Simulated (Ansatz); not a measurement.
# CH₅AlClN: how energies converge with the basis set

How large a basis does CH₅AlClN need? Two functionals are run in growing sets.

Computed with Ansatz 0.2.0, Gaussian basis. Level: one geometry, several basis sets.

Levels to be run: PBE0-D4/def2-SVP; ωB97M-V/def2-SVP; PBE0-D4/def2-QZVPP; ωB97M-V/def2-QZVPP; the functionals' def2-TZVPP values are taken from earlier runs.

**1. Structure used throughout**

An earlier PBE0-D4 in a triple-zeta def2 set relaxation fixed the geometry.

9 atoms, charge 0, spin multiplicity 1.

Atoms are counted from 1 here; the program's logs count them from 0.

Bond lengths: C1–Al2 1.937 Å, C1–H5 1.094 Å, C1–H6 1.093 Å, C1–H7 1.094 Å, Al2–N3 1.760 Å, Al2–Cl4 2.107 Å, N3–H8 1.007 Å, N3–H9 1.007 Å. Angles: Al2–C1–H5 110.8°, Al2–C1–H6 112.1°, Al2–C1–H7 110.8°, H5–C1–H6 108.0°, H5–C1–H7 106.8°, H6–C1–H7 108.0°, C1–Al2–N3 123.8°, C1–Al2–Cl4 120.5°, N3–Al2–Cl4 115.7°, Al2–N3–H8 124.5°, Al2–N3–H9 124.9°, H8–N3–H9 110.6°.

As a file:

```xyz
9
CH5AlClN
C    -0.2059    1.3612   -0.6096
Al   -0.1891   -0.5384   -0.2327
N     0.5856   -1.2497    1.1783
Cl   -1.1310   -1.8967   -1.5390
H     0.2722    1.5712   -1.5706
H     0.3137    1.9376    0.1596
H    -1.2314    1.7351   -0.6782
H     0.6010   -2.2351    1.3848
H     1.0736   -0.7315    1.8903
```

**2. PBE0-D4 in def2-SVP**

in.yaml reads:

```yaml
crystal:
  periodic: [false, false, false]
  atoms:
    - {symbol: C, position_ang: [-0.205937, 1.361158, -0.609574]}
    - {symbol: Al, position_ang: [-0.189105, -0.538353, -0.232740]}
    - {symbol: N, position_ang: [0.585560, -1.249667, 1.178319]}
    - {symbol: Cl, position_ang: [-1.130968, -1.896741, -1.539024]}
    - {symbol: H, position_ang: [0.272207, 1.571214, -1.570583]}
    - {symbol: H, position_ang: [0.313654, 1.937636, 0.159587]}
    - {symbol: H, position_ang: [-1.231433, 1.735143, -0.678188]}
    - {symbol: H, position_ang: [0.600958, -2.235072, 1.384815]}
    - {symbol: H, position_ang: [1.073564, -0.731520, 1.890287]}
basis:
  gaussian: {orbitals: def2-SVP}
hamiltonian: {xc: pbe0, dispersion: d4}
output: {orbitals: {seedname: orbitals}}
```

Further steps of the session: ωB97M-V in def2-SVP; PBE0-D4 in def2-QZVPP; ωB97M-V in def2-QZVPP.

**Question.** What will the summary of the whole plan be? Wanted: PBE0-D4: double and triple zeta above quadruple; ωB97M-V: double and triple zeta above quadruple.

As calculated:

| quantity | value |
| --- | --- |
| PBE0-D4: double and triple zeta above quadruple | 10.51, 0.75 eV |
| ωB97M-V: double and triple zeta above quadruple | 10.58, 0.72 eV |

What this shows: PBE0-D4 gains 9.77 eV from double to triple zeta, then 0.75 eV more. These are total energies; as a rule much of such shifts cancels in differences, which this series doesn't test. The LUMO of ωB97M-V is positive and keeps falling with the basis (1.87 to 0.93 eV): an unbound level that the basis holds in place.
